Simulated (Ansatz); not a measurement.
**C₂H₄OSn: basis-set convergence**

How large a basis does C₂H₄OSn need? Two functionals are run in growing sets.

Computed with Ansatz 0.2.0, Gaussian basis. Level: one geometry, several basis sets.

Levels to be run: PBE0-D4/def2-SVP; ωB97M-V/def2-SVP; PBE0-D4/def2-QZVPP; ωB97M-V/def2-QZVPP; the functionals' def2-TZVPP values are taken from earlier runs.

### 1 The relaxed structure

An earlier PBE0-D4 in a triple-zeta def2 set relaxation fixed the geometry. Sn takes the def2 core potential; no spin-orbit term is included.

8 atoms, charge 0, spin multiplicity 1.

Atoms are counted from 1 here; the program's logs count them from 0.

Bond lengths: C1–C2 1.346 Å, C1–O4 1.344 Å, C1–H5 1.091 Å, C2–Sn3 2.095 Å, C2–H6 1.077 Å, Sn3–O4 2.073 Å, Sn3–H7 1.706 Å, Sn3–H8 1.706 Å. Angles: C2–C1–O4 116.9°, C2–C1–H5 127.1°, O4–C1–H5 116.0°, C1–C2–Sn3 87.7°, C1–C2–H6 129.5°, Sn3–C2–H6 142.8°, C2–Sn3–O4 66.7°, C2–Sn3–H7 123.2°, C2–Sn3–H8 123.2°, O4–Sn3–H7 110.6°, O4–Sn3–H8 110.6°, H7–Sn3–H8 110.9°, C1–O4–Sn3 88.7°.

Coordinates:

```xyz
8

C    -0.66485    0.92060   -0.48157
C     0.27011    0.94979    0.48619
Sn    0.48925   -1.11689    0.22029
O    -0.92802   -0.27500   -1.03615
H    -1.23730    1.76403   -0.86948
H     0.63556    1.78493    1.06028
H     1.75715   -1.81257   -0.68432
H    -0.22991   -2.27209    1.24897
```

### 2 PBE0-D4 in def2-SVP

Contents of in.yaml:

```yaml
crystal:
  periodic: [false, false, false]
  atoms:
    - {symbol: C, position_ang: [-0.664845, 0.920601, -0.481575]}
    - {symbol: C, position_ang: [0.270111, 0.949786, 0.486191]}
    - {symbol: Sn, position_ang: [0.489250, -1.116886, 0.220291]}
    - {symbol: O, position_ang: [-0.928022, -0.275003, -1.036147]}
    - {symbol: H, position_ang: [-1.237300, 1.764026, -0.869482]}
    - {symbol: H, position_ang: [0.635562, 1.784933, 1.060275]}
    - {symbol: H, position_ang: [1.757153, -1.812568, -0.684320]}
    - {symbol: H, position_ang: [-0.229910, -2.272090, 1.248967]}
basis:
  gaussian: {orbitals: def2-SVP}
hamiltonian: {xc: pbe0, dispersion: d4}
output: {orbitals: {seedname: orbitals}}
```

Launch:

```
$ ansatz run in.yaml --threads 2 --pin off --events-out ev --progress --plain --max-ram 4352MiB
```

The runs that follow: ωB97M-V in def2-SVP; PBE0-D4 in def2-QZVPP; ωB97M-V in def2-QZVPP.

**Question.** What will the summary of the whole plan be? Wanted: PBE0-D4: double and triple zeta above quadruple; ωB97M-V: double and triple zeta above quadruple.

The runs gave:

| quantity | value |
| --- | --- |
| PBE0-D4: double and triple zeta above quadruple | 5.52, 0.30 eV |
| ωB97M-V: double and triple zeta above quadruple | 5.70, 0.29 eV |

In words: For PBE0-D4 the step from double to triple zeta gains 5.22 eV and the next only 0.30 eV. Total energies overstate the basis error of differences, where much of it tends to cancel. The LUMO of ωB97M-V is positive and keeps falling with the basis (0.70 to 0.17 eV): an unbound level that the basis holds in place.
